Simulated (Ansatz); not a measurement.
# SiGeS (triplet): wave-function methods side by side at a displaced geometry (v2), cc-pVDZ

Aim: climb from Hartree-Fock through coupled cluster for SiGeS (triplet) at one geometry and basis, and see what each rung misses.

The runs use Ansatz 0.2.0, Gaussian basis; cc-pVDZ, core rule «outside noble gas», up to 24 orbitals frozen.

Plan: UHF; CCSD(T) on ROHF; CCSD(T) on UHF; BCCD(T) on ROHF; CISD; CCSDT(Q) on ROHF; CCSDT(Q) on UHF.

26 further runs of the same task are left out: 2 for a known fault of the program, 12 that didn't finish, 12 set aside as unsound or not needed.

## Step 1: The system

The geometry is a PBE0/def2-TZVP stationary point (not a proven minimum) with its atoms shifted at random (size 0.100 Å). No spin-orbit coupling is included. The filled d shell of Ge may be among the frozen orbitals whatever the setting's name suggests; the logs give the count.

3 atoms, charge 0, spin multiplicity 3.

Atoms are counted from 1 here; the program's logs count them from 0.

Bond lengths: Ge1–Si2 2.307 Å, Si2–S3 1.945 Å. Angles: Ge1–Si2–S3 173.5°.

## Step 2: UHF

Contents of in.yaml:

```yaml
crystal:
  periodic: [false, false, false]
  atoms:
    - {symbol: Ge, position_ang: [0.084376, 0.005225, 2.181931]}
    - {symbol: Si, position_ang: [-0.080498, 0.013599, -0.119375]}
    - {symbol: S, position_ang: [-0.003878, -0.018825, -2.062556]}
basis:
  gaussian: {orbitals: cc-pVDZ}
magnetization: {spin_polarized: true, initial_magnetization: 2}
hamiltonian: {xc: hf}
output: {orbitals: {seedname: orbitals}}
```

Launch:

```bash
ansatz run in.yaml --threads 1 --pin off --events-out ev --progress --plain --max-ram 2393MiB
```

Further steps of the session: CCSD(T) on ROHF; CCSD(T) on UHF; BCCD(T) on ROHF; CISD; CCSDT(Q) on ROHF; CCSDT(Q) on UHF.

Before running them: what should the planned runs give, taken together? Wanted: UCCSDT(Q) below the RHF energy; RMP2 from UCCSDT(Q); UMP2 from UCCSDT(Q); RCCSD from UCCSDT(Q); RCCSD(T) from UCCSDT(Q); UCCSD(T) from UCCSDT(Q); RCCSDT(Q) from UCCSDT(Q); T1 diagnostic.

The runs gave:

```
                         quantity              value
   UCCSDT(Q) below the RHF energy         -8.5966 eV
              RMP2 from UCCSDT(Q)      +128.1 kJ/mol
              UMP2 from UCCSDT(Q)      +130.3 kJ/mol
             RCCSD from UCCSDT(Q)       +49.9 kJ/mol
          RCCSD(T) from UCCSDT(Q)        +9.0 kJ/mol
          UCCSD(T) from UCCSDT(Q)        +8.8 kJ/mol
         RCCSDT(Q) from UCCSDT(Q)        +1.3 kJ/mol
levels within 1 kcal/mol (43 meV)  UCCSDT, RCCSDT(Q)
                    T1 diagnostic              0.031
```

RCCSD(T) lands +9.0 kJ/mol from the yardstick (1.1 % of the correlation energy). These misses are within one basis, not against nature; the frozen cores of restricted and unrestricted runs differ, which can shift their rows.
